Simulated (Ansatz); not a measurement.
# AlBGeH₆ (SMILES [BH2][GeH2][AlH2]): functionals against CCSD(T) at one geometry

One table from this session's results is given with a row withheld; the runs are named, their logs left out.

Method: single points in def2-TZVPP; program: Ansatz 0.2.0, Gaussian basis.

Cores are frozen in the correlated methods. Filled d shells of the heavier atoms are correlated. B3LYP uses VWN-RPA correlation.

## The system as given

SMILES `[BH2][GeH2][AlH2]`, 9 atoms, charge 0, spin multiplicity 1.

Atoms are counted from 1 here; the program's logs count them from 0.

Bond lengths: B1–Ge2 1.987 Å, B1–H4 1.131 Å, B1–H5 1.225 Å, Ge2–Al3 2.449 Å, Ge2–H6 1.421 Å, Ge2–H7 1.599 Å, Al3–H8 1.658 Å, Al3–H9 1.534 Å. Angles: Ge2–B1–H4 121.3°, Ge2–B1–H5 118.8°, H4–B1–H5 118.0°, B1–Ge2–Al3 136.7°, B1–Ge2–H6 103.4°, B1–Ge2–H7 103.9°, Al3–Ge2–H6 97.8°, Al3–Ge2–H7 111.3°, H6–Ge2–H7 95.1°, Ge2–Al3–H8 130.8°, Ge2–Al3–H9 113.7°, H8–Al3–H9 115.2°.

As a file:

| atom | x (Å) | y (Å) | z (Å) |
| --- | --- | --- | --- |
| B1 | -0.94800 | 0.92680 | -1.61090 |
| Ge2 | 0.35540 | 0.26680 | -0.26410 |
| Al3 | 0.31620 | -1.24290 | 1.66440 |
| H4 | -1.10180 | 0.38720 | -2.59290 |
| H5 | -1.79410 | 1.74240 | -1.26350 |
| H6 | 0.74480 | 1.44870 | 0.42260 |
| H7 | 1.71980 | 0.12390 | -1.08630 |
| H8 | 0.03300 | -2.87390 | 1.75880 |
| H9 | 0.46270 | -0.52510 | 3.01260 |

Set-up of the first run:

Input file run/in.yaml:

```yaml
crystal:
  periodic: [false, false, false]
  atoms:
    - {symbol: B, position_ang: [-0.948000, 0.926800, -1.610900]}
    - {symbol: Ge, position_ang: [0.355400, 0.266800, -0.264100]}
    - {symbol: Al, position_ang: [0.316200, -1.242900, 1.664400]}
    - {symbol: H, position_ang: [-1.101800, 0.387200, -2.592900]}
    - {symbol: H, position_ang: [-1.794100, 1.742400, -1.263500]}
    - {symbol: H, position_ang: [0.744800, 1.448700, 0.422600]}
    - {symbol: H, position_ang: [1.719800, 0.123900, -1.086300]}
    - {symbol: H, position_ang: [0.033000, -2.873900, 1.758800]}
    - {symbol: H, position_ang: [0.462700, -0.525100, 3.012600]}
basis:
  gaussian: {orbitals: def2-TZVPP}
correlation: {method: ccsd_t}
output: {forces: true}
```

No record of the launch command was kept for these runs.

Among the steps run: CCSD(T)/def2-TZVPP; PBE0-D4/def2-TZVPP; wB97M-V/def2-TZVPP; r2SCAN-D4/def2-TZVPP; PBE-D4/def2-TZVPP; HSE06-D4/def2-TZVPP; B3LYP-D4/def2-TZVPP.

One of the session's tables, all rows but one given; the rest of the session is left out.

```
   method  RMS force component (eV/Å)  angle to CCSD(T) forces (°)  dipole (D)
  CCSD(T)                       0.996                    reference        0.36
  PBE0-D4                       1.002                          3.9        0.34
  wB97M-V                       0.987                          3.0        0.38
r2SCAN-D4                       0.978                          4.2        0.34
   PBE-D4                       0.999                          8.8        0.41
 HSE06-D4                       1.002                          4.0        0.35
 B3LYP-D4                           ?                            ?           ?
```

Q: Estimate the row for B3LYP-D4 from the others.

**Answer.** RMS force component (eV/Å): 0.991; angle to CCSD(T) forces (°): 3.3; dipole (D): 0.40. In the column «RMS force component (eV/Å)» it lies between wB97M-V (0.987) and CCSD(T) (0.996).
